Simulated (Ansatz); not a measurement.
# C₂H₇MoNOS₂: ionisation energy by level of theory

The task here is to estimate one member of a computed series from the others.

Computed with Ansatz 0.2.0, Gaussian basis. Level: unrestricted cation, the program's frozen cores in correlated methods.

The runs, in order: UKS PBE-D4/def2-TZVPP; UKS r2SCAN-D4/def2-TZVPP; UKS PBE0-D4/def2-TZVPP; UKS B3LYP-D4/def2-TZVPP; UKS wB97X-V/def2-TZVPP; UKS wB97M-V/def2-TZVPP; UKS B2PLYP/def2-TZVPP; UHF-CCSD(T)/def2-TZVPP; UHF-MP2/def2-QZVPP; extrapolation to the limit; then −ε(HOMO) from the neutral's earlier runs with LDA (SPW92), PBE-D4, revPBE-D4, BLYP-D4, r2SCAN-D4, B97M-V, PBE0-D4, B3LYP-D4, r2SCANh-D4, r2SCAN0-D4, HSE06-D4, BHLYP-D4, CAM-B3LYP-D4, LC-ωPBE, ωB97X-V, ωB97M-V.

**Structure used throughout**

The geometry comes from an earlier relaxation with PBE0-D4 in a triple-zeta def2 set; it is a stationary point, not always the lowest conformer. Mo takes the def2 core potential; no spin-orbit term is included.

SMILES `C[N](C)[Mo]([OH])(=[S])=[S]`, 14 atoms, charge 0, spin multiplicity 1.

Atoms are counted from 1 here; the program's logs count them from 0.

Bond lengths: C1–N2 1.452 Å, C1–H8 1.097 Å, C1–H9 1.088 Å, C1–H10 1.097 Å, N2–C3 1.451 Å, N2–Mo4 1.906 Å, C3–H11 1.097 Å, C3–H12 1.087 Å, C3–H13 1.097 Å, Mo4–O5 1.880 Å, Mo4–S6 2.109 Å, Mo4–S7 2.107 Å, O5–H14 0.961 Å. Angles: N2–C1–H8 110.1°, N2–C1–H9 111.2°, N2–C1–H10 110.1°, H8–C1–H9 108.7°, H8–C1–H10 108.3°, H9–C1–H10 108.5°, C1–N2–C3 112.0°, C1–N2–Mo4 122.4°, C3–N2–Mo4 125.6°, N2–C3–H11 110.0°, N2–C3–H12 110.9°, N2–C3–H13 110.1°, H11–C3–H12 108.9°, H11–C3–H13 108.1°, H12–C3–H13 108.8°, N2–Mo4–O5 108.4°, N2–Mo4–S6 108.7°, N2–Mo4–S7 108.5° and more.

Set-up of the first run:

in.yaml

```yaml
crystal:
  periodic: [false, false, false]
  atoms:
    - {symbol: C, position_ang: [-1.563178, 0.264356, 0.190733]}
    - {symbol: N, position_ang: [-0.242932, -0.202662, -0.191000]}
    - {symbol: C, position_ang: [-0.271730, -1.564602, -0.689513]}
    - {symbol: Mo, position_ang: [1.313722, 0.882932, -0.018148]}
    - {symbol: O, position_ang: [1.954603, 0.726517, 1.741972]}
    - {symbol: S, position_ang: [0.791669, 2.883650, -0.433313]}
    - {symbol: S, position_ang: [2.768739, 0.183299, -1.372679]}
    - {symbol: H, position_ang: [-1.976128, -0.376856, 0.978625]}
    - {symbol: H, position_ang: [-1.526620, 1.288048, 0.557490]}
    - {symbol: H, position_ang: [-2.239582, 0.227733, -0.672304]}
    - {symbol: H, position_ang: [-0.942025, -1.632707, -1.555439]}
    - {symbol: H, position_ang: [0.721671, -1.890243, -0.986878]}
    - {symbol: H, position_ang: [-0.648056, -2.241935, 0.086489]}
    - {symbol: H, position_ang: [1.859837, 1.452479, 2.363954]}
basis:
  gaussian: {orbitals: def2-TZVPP}
total_charge: 1
magnetization: {spin_polarized: true, initial_magnetization: 1}
hamiltonian: {xc: pbe, dispersion: d4}
```

Among the steps run: Cation, UKS PBE-D4/def2-TZVPP; Cation, UKS r2SCAN-D4/def2-TZVPP; Cation, UKS PBE0-D4/def2-TZVPP; Cation, UKS B3LYP-D4/def2-TZVPP; Cation, UKS wB97X-V/def2-TZVPP; Cation, UKS wB97M-V/def2-TZVPP; Cation, UKS B2PLYP (frozen core)/def2-TZVPP; Cation, UHF-CCSD(T)/def2-TZVPP; Cation, UHF-MP2/def2-QZVPP.

One of the session's tables, all rows but one given; the rest of the session is left out.

It belongs to the step «Ionisation energies side by side». Orbital estimates, from the neutral's runs:

| functional | −ε(HOMO) (eV) |
| --- | --- |
| LDA (SPW92) | 6.04 |
| PBE-D4 | 5.89 |
| revPBE-D4 | 5.84 |
| BLYP-D4 | 5.71 |
| r2SCAN-D4 | 6.15 |
| B97M-V | 6.23 |
| PBE0-D4 | 7.01 |
| B3LYP-D4 | ? |
| r2SCANh-D4 | 6.56 |
| r2SCAN0-D4 | 7.18 |
| HSE06-D4 | 6.62 |
| BHLYP-D4 | 7.96 |
| CAM-B3LYP-D4 | 8.19 |
| LC-ωPBE | 9.49 |
| ωB97X-V | 9.16 |
| ωB97M-V | 9.01 |

**Question.** Estimate the row for B3LYP-D4.

Worked estimate for «−ε(HOMO) (eV)». Against the share of exact exchange, BLYP-D4 (0, 5.71), BHLYP-D4 (0.5, 7.96) give a slope of 4.50 per unit share; at 0.2 the line stands at 6.61.

**Answer.** −ε(HOMO) (eV): 6.77. In «−ε(HOMO) (eV)» the line misses by -0.16.
